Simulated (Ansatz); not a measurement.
**C₂H₇AlFN: one species, many methods**

Aim: compute C₂H₇AlFN with functionals from several rungs and with coupled cluster. The yardstick is the atomisation energy at the CCSD(T) limit.

Program: Ansatz 0.2.0, Gaussian basis. Level of theory: functionals in def2-TZVPP, the program's frozen cores in correlated methods. These are calculated values, not measurements.

Plan: PBE-D4, r2SCAN-D4, PBE0-D4, B3LYP-D4, ωB97X-V, ωB97M-V, B2PLYP; CCSD(T)/def2-TZVPP; MP2/def2-QZVPP; extrapolation to the limit.

## (1) The geometry

The geometry comes from an earlier relaxation with PBE0-D4 in a triple-zeta def2 set; it is a stationary point, not always the lowest conformer.

12 atoms, charge 0, spin multiplicity 1.

Atoms are counted from 1 here; the program's logs count them from 0.

Bond lengths: C1–N2 1.447 Å, C1–H6 1.092 Å, C1–H7 1.092 Å, C1–H8 1.092 Å, N2–Al3 2.018 Å, N2–C4 1.263 Å, Al3–F5 1.683 Å, Al3–H9 1.596 Å, Al3–H10 1.596 Å, C4–H11 1.087 Å, C4–H12 1.091 Å. Angles: N2–C1–H6 108.7°, N2–C1–H7 108.7°, N2–C1–H8 111.9°, H6–C1–H7 107.7°, H6–C1–H8 109.9°, H7–C1–H8 109.9°, C1–N2–Al3 118.6°, C1–N2–C4 120.8°, Al3–N2–C4 120.6°, N2–Al3–F5 97.0°, N2–Al3–H9 101.6°, N2–Al3–H10 101.6°, F5–Al3–H9 115.7°, F5–Al3–H10 115.7°, H9–Al3–H10 119.6°, N2–C4–H11 118.4°, N2–C4–H12 121.4°, H11–C4–H12 120.2°.

## (2) PBE-D4 (GGA)

in.yaml

```yaml
crystal:
  periodic: [false, false, false]
  atoms:
    - {symbol: C, position_ang: [-0.921173, -0.039086, 1.160762]}
    - {symbol: N, position_ang: [-0.176764, -0.235484, -0.064523]}
    - {symbol: Al, position_ang: [1.376294, 0.991427, -0.459591]}
    - {symbol: C, position_ang: [-0.490800, -1.155472, -0.871431]}
    - {symbol: F, position_ang: [1.808881, 0.304596, -1.934195]}
    - {symbol: H, position_ang: [-0.234669, -0.127776, 2.005083]}
    - {symbol: H, position_ang: [-1.323949, 0.975693, 1.166359]}
    - {symbol: H, position_ang: [-1.733409, -0.762102, 1.264427]}
    - {symbol: H, position_ang: [0.651523, 2.410747, -0.543936]}
    - {symbol: H, position_ang: [2.353282, 0.676804, 0.762463]}
    - {symbol: H, position_ang: [0.094967, -1.267633, -1.779732]}
    - {symbol: H, position_ang: [-1.327283, -1.826812, -0.671587]}
basis:
  gaussian: {orbitals: def2-TZVPP}
hamiltonian: {xc: pbe, dispersion: d4}
output: {forces: true, orbitals: {seedname: orbitals}}
```

Started as:

```bash
$ ansatz run in.yaml --threads 4 --pin off --events-out ev --progress --plain --max-ram 10444MiB
```

After this run come: r2SCAN-D4 (meta-GGA); PBE0-D4 (hybrid); B3LYP-D4 (hybrid); ωB97X-V (range-separated); ωB97M-V (range-separated); B2PLYP (double hybrid); CCSD(T) in def2-TZVPP; MP2 in def2-QZVPP.

Before running them: what should the planned runs give, taken together? Wanted: atomisation energy, CCSD(T)/CBS; farthest; mean size of error, hybrid; mean size of error, range-separated; gap, smallest and largest; T1 diagnostic; triples share of the correlation energy.

**Answer**, as computed:

```
                               quantity                                  value
        atomisation energy, CCSD(T)/CBS                          4401.7 kJ/mol
 functionals within 22.0 kJ/mol (0.5 %)  r2SCAN-D4, B3LYP-D4, ωB97X-V, ωB97M-V
                               farthest                  PBE-D4 (+52.0 kJ/mol)
             mean size of error, hybrid                            14.2 kJ/mol
    mean size of error, range-separated                             0.9 kJ/mol
              gap, smallest and largest   3.07 eV (PBE-D4), 10.15 eV (ωB97X-V)
                          T1 diagnostic                                 0.0121
triples share of the correlation energy                                  3.5 %
```

What this shows: PBE-D4 is off by +52.0 kJ/mol. Double hybrids carry the basis error of their MP2 part in triple zeta, and no dispersion term here, so their miss is partly the set-up's. The reference freezes the cores and leaves out relativity and excitations past (T), so misses under about 22.0 kJ/mol can't be ranked. Hartree-Fock recovers 73 % of the binding; the rest is correlation. The gap grows from 3.1 to 10.2 eV across the functionals, mostly with the share of exact exchange.
